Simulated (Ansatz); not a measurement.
# CH6N2Te: the cost of one run

All numbers are computed with Ansatz 0.2.0, driven from Python. Level of theory: B3LYP/def2-SVP.

## (1) The structure

Bond lengths: N1–C2 1.397 Å, C2–N3 1.456 Å, C2–Te4 2.185 Å, N1–H5 1.083 Å, N1–H6 1.100 Å, C2–H7 1.138 Å, N3–H8 1.031 Å, N3–H9 0.982 Å, Te4–H10 1.724 Å. Angles: N1–C2–N3 108.7°, N1–C2–Te4 112.9°, N1–C2–H7 110.0°, N3–C2–Te4 110.0°, N3–C2–H7 109.9°, Te4–C2–H7 105.3°, C2–N1–H5 110.8°, C2–N1–H6 110.4°, H5–N1–H6 102.5°, C2–N3–H8 107.2°, C2–N3–H9 111.0°, H8–N3–H9 109.8°, C2–Te4–H10 89.3°.

The script holds or builds the structure itself.

## (2) The code

File scan_ch6n2te.py:

```python
"""Potential curve of CH6N2Te along one bond."""

import warnings

import ansatz as az
import matplotlib.pyplot as plt
import numpy as np

GEOMETRY = """
N    -0.87260    0.62380    0.34020
C     0.34050   -0.05880    0.22710
N     0.14180   -1.43840    0.64700
Te    1.15940   -0.00470   -1.79800
H    -1.57770    0.28110   -0.40680
H    -0.74160    1.68320    0.07540
H     1.12750    0.43650    0.88250
H    -0.14440   -1.41790    1.63710
H    -0.55510   -1.87250    0.10850
H     1.20550    1.71660   -1.71010
"""

warnings.simplefilter("ignore", az.DeckWarning)

molecule = az.Crystal.molecule()
for line in GEOMETRY.strip().splitlines():
    symbol, *xyz = line.split()
    molecule = molecule.atom(symbol, [float(v) for v in xyz])

symbols = [site.symbol for site in molecule.cartesian_sites]
start = np.array([site.position_ang for site in molecule.cartesian_sites])
axis = (start[6] - start[1]) / np.linalg.norm(start[6] - start[1])
moving = [6]
lengths, energies = [1.001, 1.047, 1.092, 1.138, 1.183, 1.229, 1.274, 1.342], []
for length in lengths:
    xyz = start.copy()
    xyz[moving] += (length - np.linalg.norm(start[6] - start[1])) * axis
    point = az.Crystal.molecule()
    for symbol, place in zip(symbols, xyz):
        point = point.atom(symbol, place.tolist())
    job = (
        point.calculation()
        .basis(gaussian="def2-SVP")
        .functional("b3lyp")
    )
    summary = job.run(threads=1, backend="cpu").report
    energies.append(summary["free_energy_ev"])
    print(f"r = {length:6.3f} A  E = {energies[-1]:.5f} eV  <S^2> = {abs(summary['mean_field']['state']['spin_squared']):.3f}")

# quartic fit about the minimum
fit = np.polynomial.Polynomial.fit(lengths, np.array(energies) - min(energies), 4).convert()
roots = [r.real for r in fit.deriv().roots() if abs(r.imag) < 1e-9 and fit.deriv(2)(r.real) > 0]
r_e = min(roots, key=lambda r: abs(r - lengths[int(np.argmin(energies))]))
print(f"minimum of the fit at {r_e:.4f} A, force constant {fit.deriv(2)(r_e):.2f} eV/A^2")
plt.figure(figsize=(4.5, 3))
plt.plot(lengths, np.array(energies) - min(energies), "o-")
plt.xlabel("bond length (A)")
plt.ylabel("E - E(min) (eV)")
plt.tight_layout()
plt.savefig("scan.png", dpi=100)
```

## (3) The calls as engine input

The engine receives this input (first run):

```yaml
crystal:
  periodic: [false, false, false]
  atoms:
    - { symbol: "N", position_ang: [-0.8726, 0.6238, 0.3402] }
    - { symbol: C, position_ang: [0.3405, -0.0588, 0.2271] }
    - { symbol: "N", position_ang: [0.1418, -1.4384, 0.647] }
    - { symbol: Te, position_ang: [1.1594, -0.0047, -1.798] }
    - { symbol: H, position_ang: [-1.5777, 0.2811, -0.4068] }
    - { symbol: H, position_ang: [-0.7416, 1.6832, 0.0754] }
    - { symbol: H, position_ang: [1.032970630979994, 0.3770077554312466, 0.8037775750245084] }
    - { symbol: H, position_ang: [-0.1444, -1.4179, 1.6371] }
    - { symbol: H, position_ang: [-0.5551, -1.8725, 0.1085] }
    - { symbol: H, position_ang: [1.2055, 1.7166, -1.7101] }
basis:
  gaussian:
    orbitals: def2-SVP
hamiltonian:
  xc: b3lyp
```

## (4) Running it

Launch:

```console
$ python scan_ch6n2te.py
```

What time and memory should one allow on 1 thread of Intel Xeon Platinum 8375C at 2.90GHz (Ice Lake), shared host?

About 20 s, with a peak of 0.3 GiB.
